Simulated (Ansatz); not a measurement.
**C4H6F2O: small, medium and large basis sets**

One table from this session's results is given with a row withheld; the runs are named, their logs left out.

Computed with Ansatz 0.2.0, Gaussian basis. Level: one geometry, several basis sets.

The runs, in order: PBE0-D4/def2-SVP; ωB97M-V/def2-SVP; PBE0-D4/def2-QZVPP; ωB97M-V/def2-QZVPP; the functionals' def2-TZVPP values are taken from earlier runs.

## The geometry

An earlier PBE0-D4 in a triple-zeta def2 set relaxation fixed the geometry.

SMILES `FC1(F)CCOC1`, 13 atoms, charge 0, spin multiplicity 1.

Atoms are counted from 1 here; the program's logs count them from 0.

Bond lengths: F1–C2 1.359 Å, C2–F3 1.362 Å, C2–C4 1.521 Å, C2–C7 1.533 Å, C4–C5 1.521 Å, C4–H8 1.089 Å, C4–H9 1.091 Å, C5–O6 1.417 Å, C5–H10 1.100 Å, C5–H11 1.089 Å, O6–C7 1.407 Å, C7–H12 1.098 Å, C7–H13 1.090 Å. Angles: F1–C2–F3 105.9°, F1–C2–C4 112.0°, F1–C2–C7 112.0°, F3–C2–C4 111.8°, F3–C2–C7 110.6°, C4–C2–C7 104.7°, C2–C4–C5 102.0°, C2–C4–H8 111.3°, C2–C4–H9 108.4°, C5–C4–H8 114.8°, C5–C4–H9 110.5°, H8–C4–H9 109.5°, C4–C5–O6 104.3°, C4–C5–H10 111.1°, C4–C5–H11 114.0°, O6–C5–H10 110.4°, O6–C5–H11 108.1°, H10–C5–H11 108.8° and more.

The first run:

The input, in.yaml:

```yaml
crystal:
  periodic: [false, false, false]
  atoms:
    - {symbol: F, position_ang: [-0.226722, -1.126191, 1.885975]}
    - {symbol: C, position_ang: [0.105699, -0.841421, 0.599587]}
    - {symbol: F, position_ang: [0.530240, -2.015743, 0.055095]}
    - {symbol: C, position_ang: [-1.063426, -0.250288, -0.172259]}
    - {symbol: C, position_ang: [-0.401890, 0.897583, -0.920066]}
    - {symbol: O, position_ang: [0.593891, 1.367155, -0.028507]}
    - {symbol: C, position_ang: [1.206533, 0.221935, 0.512479]}
    - {symbol: H, position_ang: [-1.536019, -0.997727, -0.808134]}
    - {symbol: H, position_ang: [-1.791608, 0.130441, 0.544786]}
    - {symbol: H, position_ang: [0.055317, 0.548365, -1.857162]}
    - {symbol: H, position_ang: [-1.073469, 1.725376, -1.144968]}
    - {symbol: H, position_ang: [2.001802, -0.155514, -0.143773]}
    - {symbol: H, position_ang: [1.619851, 0.461428, 1.491848]}
basis:
  gaussian: {orbitals: def2-SVP}
hamiltonian: {xc: pbe0, dispersion: d4}
output: {orbitals: {seedname: orbitals}}
```

Launch:

```console
> ansatz run in.yaml --threads 4 --pin off --events-out ev --progress --plain --max-ram 11315MiB
```

Steps of the session up to this table: PBE0-D4 in def2-SVP; ωB97M-V in def2-SVP; PBE0-D4 in def2-QZVPP; ωB97M-V in def2-QZVPP.

One table of the session follows, with a row left open; its other results are not shown here.

It belongs to the step «Functionals by basis». 

```
functional       basis  HOMO (eV)  LUMO (eV)
   PBE0-D4    def2-SVP      -7.74       1.79
   PBE0-D4  def2-TZVPP      -7.88       1.25
   PBE0-D4  def2-QZVPP          ?          ?
   ωB97M-V    def2-SVP     -10.16       3.48
   ωB97M-V  def2-TZVPP     -10.31       2.73
   ωB97M-V  def2-QZVPP     -10.36       1.90
```

Q: Estimate the row for PBE0-D4, def2-QZVPP from the others.

As computed: HOMO (eV): -7.93; LUMO (eV): 0.75. In the column «HOMO (eV)» it lies between ωB97M-V, def2-SVP (-10.16) and PBE0-D4, def2-TZVPP (-7.88).
